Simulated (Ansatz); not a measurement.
# C₂H₅FGaI: one species, many methods

The task here is to estimate one member of a computed series from the others.

Method: functionals in def2-TZVPP, the program's frozen cores in correlated methods; program: Ansatz 0.2.0, Gaussian basis.

The runs, in order: LDA (SPW92), PBE-D4, revPBE-D4, BLYP-D4, r2SCAN-D4, B97M-V, PBE0-D4, B3LYP-D4, r2SCANh-D4, r2SCAN0-D4, HSE06-D4, BHLYP-D4, CAM-B3LYP-D4, LC-ωPBE, ωB97X-V, ωB97M-V, B2PLYP, PBE-QIDH; CCSD(T)/def2-SVP; CCSD(T)/def2-TZVPP; MP2/def2-QZVPP; extrapolation to the limit; RPA on PBE.

## The relaxed structure

An earlier PBE0-D4 in a triple-zeta def2 set relaxation fixed the geometry. I takes the def2 core potential; no spin-orbit term is included.

10 atoms, charge 0, spin multiplicity 1.

Atoms are counted from 1 here; the program's logs count them from 0.

Bond lengths: F1–C2 1.349 Å, C2–I3 2.236 Å, C2–C4 1.489 Å, C2–H6 1.090 Å, C4–Ga5 2.016 Å, C4–H7 1.092 Å, C4–H8 1.094 Å, Ga5–H9 1.566 Å, Ga5–H10 1.568 Å. Angles: F1–C2–I3 107.0°, F1–C2–C4 112.3°, F1–C2–H6 108.7°, I3–C2–C4 106.6°, I3–C2–H6 102.6°, C4–C2–H6 118.5°, C2–C4–Ga5 107.1°, C2–C4–H7 109.0°, C2–C4–H8 108.4°, Ga5–C4–H7 108.5°, Ga5–C4–H8 115.2°, H7–C4–H8 108.6°, C4–Ga5–H9 118.6°, C4–Ga5–H10 117.7°, H9–Ga5–H10 123.1°.

Coordinates:

```xyz
10
C2H5FGaI
F    -0.60276   -1.05151    1.67329
C     0.10638   -1.13884    0.52873
I     2.10667   -0.22254    0.92604
C    -0.50760   -0.35563   -0.57841
Ga    0.00620    1.57344   -0.29563
H     0.35532   -2.18521    0.35080
H    -0.08447   -0.69069   -1.52771
H    -1.58385   -0.55443   -0.58610
H    -0.51162    2.30673    0.98787
H     0.71572    2.31871   -1.47888
```

The first run:

Input file in.yaml:

```yaml
crystal:
  periodic: [false, false, false]
  atoms:
    - {symbol: F, position_ang: [-0.602755, -1.051512, 1.673290]}
    - {symbol: C, position_ang: [0.106383, -1.138839, 0.528731]}
    - {symbol: I, position_ang: [2.106674, -0.222542, 0.926044]}
    - {symbol: C, position_ang: [-0.507601, -0.355630, -0.578412]}
    - {symbol: Ga, position_ang: [0.006201, 1.573439, -0.295630]}
    - {symbol: H, position_ang: [0.355324, -2.185215, 0.350798]}
    - {symbol: H, position_ang: [-0.084475, -0.690687, -1.527708]}
    - {symbol: H, position_ang: [-1.583846, -0.554434, -0.586095]}
    - {symbol: H, position_ang: [-0.511623, 2.306725, 0.987867]}
    - {symbol: H, position_ang: [0.715718, 2.318705, -1.478884]}
basis:
  gaussian: {orbitals: def2-TZVPP}
hamiltonian: {xc: lda}
output: {orbitals: {seedname: orbitals}}
```

Started as:

```bash
> ansatz run in.yaml --threads 2 --pin off --events-out ev --progress --plain --max-ram 22528MiB --backend cpu
```

Steps of the session up to this table: LDA; PBE-D4 (GGA); revPBE-D4 (GGA); BLYP-D4 (GGA); r2SCAN-D4 (meta-GGA); B97M-V (meta-GGA); PBE0-D4 (hybrid); B3LYP-D4 (hybrid); r2SCANh-D4 (hybrid); r2SCAN0-D4 (hybrid); HSE06-D4 (hybrid); BHLYP-D4 (hybrid); CAM-B3LYP-D4 (range-separated); LC-ωPBE (range-separated); ωB97X-V (range-separated); ωB97M-V (range-separated); B2PLYP (double hybrid); PBE-QIDH (double hybrid).

One table of the session follows, with a row left open; its other results are not shown here.

It belongs to the step «Frontier levels by functional». 

```
  functional  HOMO (eV)  LUMO (eV)  gap (eV)
 LDA (SPW92)      -6.68      -2.94      3.75
      PBE-D4      -6.54      -2.72      3.83
   revPBE-D4      -6.49      -2.62      3.86
     BLYP-D4      -6.41      -2.61      3.80
   r2SCAN-D4      -6.82      -2.55      4.27
      B97M-V      -6.87      -2.52      4.34
     PBE0-D4      -7.70      -1.85      5.85
    B3LYP-D4          ?          ?         ?
  r2SCANh-D4      -7.25      -2.23      5.01
  r2SCAN0-D4      -7.89      -1.76      6.14
    HSE06-D4      -7.31      -2.23      5.08
    BHLYP-D4      -8.75      -0.90      7.85
CAM-B3LYP-D4      -8.99      -0.82      8.17
     LC-ωPBE     -10.29       0.29     10.58
     ωB97X-V      -9.97       0.21     10.18
     ωB97M-V      -9.83       0.08      9.91
```

Q: Estimate the row for B3LYP-D4 from the others.

Worked estimate for «HOMO (eV)». Against the share of exact exchange, BLYP-D4 (0, -6.41), BHLYP-D4 (0.5, -8.75) give a slope of -4.68 per unit share; at 0.2 the line stands at -7.35.

**Answer.** HOMO (eV): -7.50; LUMO (eV): -2.08; gap (eV): 5.41. In «HOMO (eV)» the line misses by +0.15.
